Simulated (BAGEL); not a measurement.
# CH4BN2P (SMILES N#CB(N)P) at HF/6-31G(d) (density fitting with qzvpp-jkfit, spherical functions)

Aim: the vertical ionisation energy of CH4BN2P at HF/6-31G* (density fitting with qzvpp-jkfit, spherical functions), from 2 runs. 

Program for the calculation: BAGEL 1.2.2.

5 further runs of the same task are left out: 1 that didn't finish, 4 set aside as unsound or not needed.

## (1) Starting point

CH4BN2P has 9 atoms, charge 0, and is taken as a singlet. SMILES: `N#CB(N)P`. The shape is that of a GFN2-xTB optimisation. This is one conformer, not always the lowest.

Bond lengths: N1–C2 1.149 Å, C2–B3 1.527 Å, B3–N4 1.380 Å, B3–P5 1.918 Å, N4–H6 1.008 Å, N4–H7 1.007 Å, P5–H8 1.387 Å, P5–H9 1.385 Å. Angles: N1–C2–B3 177.6°, C2–B3–N4 119.7°, C2–B3–P5 118.9°, N4–B3–P5 121.3°, B3–N4–H6 123.8°, B3–N4–H7 123.4°, B3–P5–H8 96.4°, B3–P5–H9 96.9°, H6–N4–H7 112.8°, H8–P5–H9 93.9°.

## (2) A single-point energy at HF/6-31G(d) (density fitting with qzvpp-jkfit, spherical functions)

input.json reads:

```json
{ "bagel" : [

{
  "title" : "molecule",
  "basis" : "6-31gs.json",
  "df_basis" : "qzvpp-jkfit",
  "angstrom" : true,
  "geometry" : [
    { "atom" : "N", "xyz" : [    2.242870,   -1.713470,    0.222370 ] },
    { "atom" : "C", "xyz" : [    1.400060,   -0.942170,    0.103670 ] },
    { "atom" : "B", "xyz" : [    0.243630,    0.047790,   -0.015420 ] },
    { "atom" : "N", "xyz" : [    0.082570,    0.773850,   -1.178180 ] },
    { "atom" : "P", "xyz" : [   -0.897710,    0.328430,    1.499820 ] },
    { "atom" : "H", "xyz" : [    0.698590,    0.703050,   -1.972390 ] },
    { "atom" : "H", "xyz" : [   -0.649850,    1.452330,   -1.311980 ] },
    { "atom" : "H", "xyz" : [   -2.090970,    0.352480,    0.792870 ] },
    { "atom" : "H", "xyz" : [   -1.029190,   -1.002290,    1.859230 ] }
  ]
},
{
  "title" : "hf"
},
{
  "title" : "print",
  "file" : "orbitals.molden",
  "orbitals" : true
}

]}
```

The basis set 6-31G* is read from a file made from the Basis Set Exchange's data (not shown).

Run with:

```console
$ BAGEL_NUM_THREADS=1 BAGEL input.json > input.out
```

Output:

```text
* using 1 threads per process

  ===============================================================
  ===============================================================

  *** Geometry ***

  { "atom" : "N", "xyz" : [      4.238410,     -3.237989,      0.420218 ] },
  { "atom" : "C", "xyz" : [      2.645730,     -1.780443,      0.195908 ] },
  { "atom" : "B", "xyz" : [      0.460394,      0.090310,     -0.029140 ] },
  { "atom" : "N", "xyz" : [      0.156035,      1.462365,     -2.226438 ] },
  { "atom" : "P", "xyz" : [     -1.696426,      0.620643,      2.834249 ] },
  { "atom" : "H", "xyz" : [      1.320144,      1.328572,     -3.727277 ] },
  { "atom" : "H", "xyz" : [     -1.228039,      2.744506,     -2.479283 ] },
  { "atom" : "H", "xyz" : [     -3.951361,      0.666091,      1.498307 ] },
  { "atom" : "H", "xyz" : [     -1.944887,     -1.894054,      3.513436 ] },

  Number of auxiliary basis functions:      504

  Since a DF basis is specified, we compute 2- and 3-index integrals:
    o Being stored without compression. Storage requirement is 0.027 GB

  Number of basis functions:       82
  Number of electrons      :       44

    * METHOD: MOLECULE                             0.23

  *** RHF ***

  === Nuclear Repulsion ===
   175.2652159341

      * DIIS with orbital gradients will be used.

  === RHF iteration (6-31gs.json) ===
      0       -514.29248942          0.02187117           0.06
      1       -514.44111759          0.01629814           0.06
      2       -514.54134152          0.00275303           0.05
      3       -514.54521653          0.00125576           0.06
      4       -514.54603759          0.00022460           0.06
      5       -514.54608104          0.00008583           0.06
      6       -514.54609061          0.00003720           0.06
      7       -514.54609299          0.00001463           0.05
      8       -514.54609335          0.00000877           0.06
      9       -514.54609344          0.00000521           0.07
     10       -514.54609349          0.00000207           0.06
     11       -514.54609349          0.00000075           0.06
     12       -514.54609349          0.00000023           0.06
     13       -514.54609349          0.00000010           0.06
     14       -514.54609349          0.00000004           0.06
     15       -514.54609349          0.00000002           0.06
     16       -514.54609349          0.00000001           0.05
    * SCF iteration converged.

    * Permanent dipole moment:
           (    1.058343,    -0.999533,     1.025772) a.u.

    * METHOD: HF                                   1.15

    * METHOD: PRINT                                0.01

  ===============================================================
```

Run time: 1.6 s. Hardware: 1 thread of Arm Neoverse V2, shared host; peak memory 0.12 GiB.

## (3) The doublet cation at the same level

job.json reads:

```json
{ "bagel": [

{
  "title": "molecule",
  "basis": "6-31gs.json",
  "df_basis": "qzvpp-jkfit",
  "angstrom": true,
  "geometry": [
    { "atom": "N", "xyz": [       2.242870,      -1.713470,       0.222370 ] },
    { "atom": "C", "xyz": [       1.400060,      -0.942170,       0.103670 ] },
    { "atom": "B", "xyz": [       0.243630,       0.047790,      -0.015420 ] },
    { "atom": "N", "xyz": [       0.082570,       0.773850,      -1.178180 ] },
    { "atom": "P", "xyz": [      -0.897710,       0.328430,       1.499820 ] },
    { "atom": "H", "xyz": [       0.698590,       0.703050,      -1.972390 ] },
    { "atom": "H", "xyz": [      -0.649850,       1.452330,      -1.311980 ] },
    { "atom": "H", "xyz": [      -2.090970,       0.352480,       0.792870 ] },
    { "atom": "H", "xyz": [      -1.029190,      -1.002290,       1.859230 ] }
  ]
},

{ "title": "uhf", "charge": 1, "nopen": 1 },

{ "title": "print", "file": "orbitals.molden", "orbitals": true }

]}
```

The basis set 6-31G* is read from a file made from the Basis Set Exchange's data (not shown).

Run with:

```console
$ BAGEL_NUM_THREADS=1 BAGEL job.json > job.out
```

Output:

```text
* using 1 threads per process

  ===============================================================
  ===============================================================

  *** Geometry ***

  { "atom" : "N", "xyz" : [      4.238410,     -3.237989,      0.420218 ] },
  { "atom" : "C", "xyz" : [      2.645730,     -1.780443,      0.195908 ] },
  { "atom" : "B", "xyz" : [      0.460394,      0.090310,     -0.029140 ] },
  { "atom" : "N", "xyz" : [      0.156035,      1.462365,     -2.226438 ] },
  { "atom" : "P", "xyz" : [     -1.696426,      0.620643,      2.834249 ] },
  { "atom" : "H", "xyz" : [      1.320144,      1.328572,     -3.727277 ] },
  { "atom" : "H", "xyz" : [     -1.228039,      2.744506,     -2.479283 ] },
  { "atom" : "H", "xyz" : [     -3.951361,      0.666091,      1.498307 ] },
  { "atom" : "H", "xyz" : [     -1.944887,     -1.894054,      3.513436 ] },

  Number of auxiliary basis functions:      504

  Since a DF basis is specified, we compute 2- and 3-index integrals:
    o Being stored without compression. Storage requirement is 0.027 GB

  Number of basis functions:       82
  Number of electrons      :       44

    * METHOD: MOLECULE                             0.23

  *** Open-shell HF ***

  === Nuclear Repulsion ===
   175.2652159341

      * DIIS with orbital gradients will be used.

  === UHF iteration (6-31gs.json) ===
      0       -513.90881690          0.04665434           0.12
      1       -514.06650823          0.03833305           0.11
      2       -514.10223748          0.03408745           0.12
      3       -514.21502359          0.00284605           0.11
      4       -514.21654459          0.00128479           0.13
      5       -514.21699989          0.00033223           0.11
      6       -514.21707870          0.00015430           0.12
      7       -514.21710643          0.00008862           0.12
      8       -514.21712188          0.00004489           0.11
      9       -514.21712754          0.00002411           0.12
     10       -514.21712925          0.00001414           0.12
     11       -514.21712986          0.00000765           0.12
     12       -514.21713010          0.00000380           0.12
     13       -514.21713024          0.00000196           0.11
     14       -514.21713031          0.00000111           0.12
     15       -514.21713037          0.00000066           0.11
     16       -514.21713041          0.00000052           0.12
     17       -514.21713045          0.00000043           0.12
     18       -514.21713051          0.00000031           0.11
     19       -514.21713055          0.00000027           0.12
     20       -514.21713057          0.00000026           0.17
     21       -514.21713058          0.00000025           0.14
     22       -514.21713059          0.00000025           0.12
     23       -514.21713061          0.00000024           0.12
     24       -514.21713064          0.00000022           0.12
     25       -514.21713071          0.00000019           0.12
     26       -514.21713076          0.00000016           0.12
     27       -514.21713082          0.00000013           0.12
     28       -514.21713085          0.00000009           0.12
     29       -514.21713086          0.00000007           0.12
     30       -514.21713087          0.00000004           0.12
     31       -514.21713087          0.00000003           0.12
     32       -514.21713087          0.00000002           0.12
     33       -514.21713087          0.00000002           0.12
     34       -514.21713087          0.00000002           0.12
     35       -514.21713087          0.00000002           0.12
     36       -514.21713087          0.00000002           0.11
     37       -514.21713087          0.00000001           0.12
     38       -514.21713087          0.00000001           0.12
     39       -514.21713087          0.00000001           0.12
     40       -514.21713087          0.00000001           0.12
    * SCF iteration converged.

    * S^2 (UHF) is 0.7601

    * Permanent dipole moment:
           (    2.490088,    -1.771666,    -0.557316) a.u.

    * METHOD: UHF                                  5.07

    * METHOD: PRINT                                0.01

  ===============================================================
```

Run time: 5.7 s. Hardware: 1 thread of Arm Neoverse V2, shared host; peak memory 0.12 GiB.

## (4) What came out

Level: HF/6-31G* (density fitting with qzvpp-jkfit, spherical functions).

```
                                          quantity          value
                     singlet CH4BN2P: total energy  -514.54609 Eh
                    singlet CH4BN2P: dipole moment         4.53 D
                      singlet CH4BN2P: HOMO energy      -10.18 eV
                      singlet CH4BN2P: LUMO energy        2.53 eV
                    singlet CH4BN2P: HOMO–LUMO gap       12.71 eV
                      doublet cation: total energy  -514.21713 Eh
                              doublet cation: ⟨S²⟩          0.760
vertical ionisation energy (to the doublet cation)       8.952 eV
```

The vertical ionisation energy comes to 8.95 eV (864 kJ/mol). The negative HOMO energy of the first species, 10.18 eV, lies 1.23 eV above that difference.
